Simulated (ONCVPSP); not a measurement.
# Sulfur: generating and testing an ONCV potential

Task: generate the file, and judge it by its errors in other configurations, its logarithmic derivatives, its ghosts and its cutoff.

Program: ONCVPSP 4.0.1. Reference atom: PBEsol, scalar-relativistic, spherical and spin-unpolarised. All values are calculated.

## 1. Starting point

The settings as typed:

| Quantity | Value |
| --- | --- |
| element | sulfur (S, Z = 16) |
| type | optimised norm-conserving Vanderbilt (ONCV) |
| frozen core | [He] |
| valence charge | 14 |
| reference configuration | 2s2 2p6 3s1.5 3p4.5 |
| partial waves | 2s+3s: rc 0.75 bohr, ncon 4, nbas 7, qcut 20 1/bohr, 2 projectors; 2p+3p: rc 0.90 bohr, ncon 4, nbas 6, qcut 17.1 1/bohr, 3 projectors, debl 1.5 Ha; d scattering state at 0.2 Ha: rc 0.75 bohr, ncon 4, nbas 7, qcut 13.2 1/bohr, 3 projectors, debl 3.3 Ha |
| local potential | polynomial inside 0.55 bohr (lpopt 4, dvloc0 0 Ha) |
| core correction | polynomial model core, fcfact 0.45 |

An earlier all-electron run gives the scale for the radii.

All-electron outer shells of the reference configuration (PBEsol, scalar-relativistic, ld1.x):

| shell | level (eV) | outermost node (bohr) | outermost maximum (bohr) |
| --- | --- | --- | --- |
| 1s | -2402.48 | – | 0.06 |
| 2s | -211.97 | 0.13 | 0.39 |
| 2p | -157.04 | – | 0.33 |
| 3s | -17.54 | 0.60 | 1.40 |
| 3p | -7.26 | 0.58 | 1.59 |

## 2. Generating the potential

S.dat reads:

```
# ATOM AND REFERENCE CONFIGURATION
# atsym  z   nc   nv     iexc    psfile
  S 16.00    1    4  -116133      upf
#
#   n    l    f
    1    0    2.00
    2    0    2.00
    2    1    6.00
    3    0    1.50
    3    1    4.50
#
# PSEUDOPOTENTIAL AND OPTIMIZATION
# lmax
    2
#
#   l,   rc,      ep,       ncon, nbas, qcut
    0    0.75    0.00    4    7   20.00
    1    0.90    0.00    4    6   17.10
    2    0.75    0.20    4    7   13.20
#
# LOCAL POTENTIAL
# lloc, lpopt,  rc(5),   dvloc0
    4    4    0.55    0.00
#
# VANDERBILT-KLEINMAN-BYLANDER PROJECTORs
# l, nproj, debl
    0    2    1.20
    1    3    1.50
    2    3    3.30
#
# MODEL CORE CHARGE
# icmod, fcfact, rcfact
    1    0.45    0.00
#
# LOG DERIVATIVE ANALYSIS
# epsh1, epsh2, depsh
   -9.00    5.00    0.04
#
# OUTPUT GRID
# rlmax, drl
    6.00    0.01
#
# TEST CONFIGURATIONS
# ncnf
    4
# nvcnf
#   n    l    f
    4
    2    0    2.00
    2    1    6.00
    3    0    2.00
    3    1    4.00
#
    4
    2    0    2.00
    2    1    6.00
    3    0    2.00
    3    1    3.00
#
    4
    2    0    2.00
    2    1    6.00
    3    0    2.00
    3    1    2.00
#
    4
    2    0    2.00
    2    1    6.00
    3    0    1.00
    3    1    4.00
#
```

Started as:

```
$ oncvpsp.x < S.dat > S.out
```

**Question.** What will these runs give? Wanted: cutoffs for 1 and 0.1 mHa per electron, occupied waves; bound ghosts; GHOST(+) flags; largest test error; largest phase difference near zero energy, channels read; rms error of d²Exc/dn², without and with the model core.

**Answer**, as computed:

| quantity | value |
| --- | --- |
| cutoffs for 1 and 0.1 mHa per electron, occupied waves | 113 Ha and 140 Ha |
| bound ghosts | d at -49.79 eV |
| GHOST(+) flags | none at low energy |
| largest test error (AE − PS) | +3.6 meV, for 2s2 2p6 3s2 3p2 |
| largest phase difference near zero energy, channels read | 0.000 rad |
| rms error of d²Exc/dn², without and with the model core | 1.74 and 2.32 mHa |

What this shows: It has a bound ghost (d), a state that the atom doesn't have, and that rules the file out. The worst unpolarised test, 2s2 2p6 3s2 3p2, is off by 3.6 meV on 28.9 eV; by total energies transferability rates as very good. Atomic tests can pass in spite of a ghost, since they solve only for the levels asked. By its cutoff, 113 Ha for the looser tolerance, it is very hard. Near zero energy the phases of the channels with partial waves agree within 0.001 rad. The pseudo curves have a pole with no partner nearby in the atom's: d at -1.83 Ha.
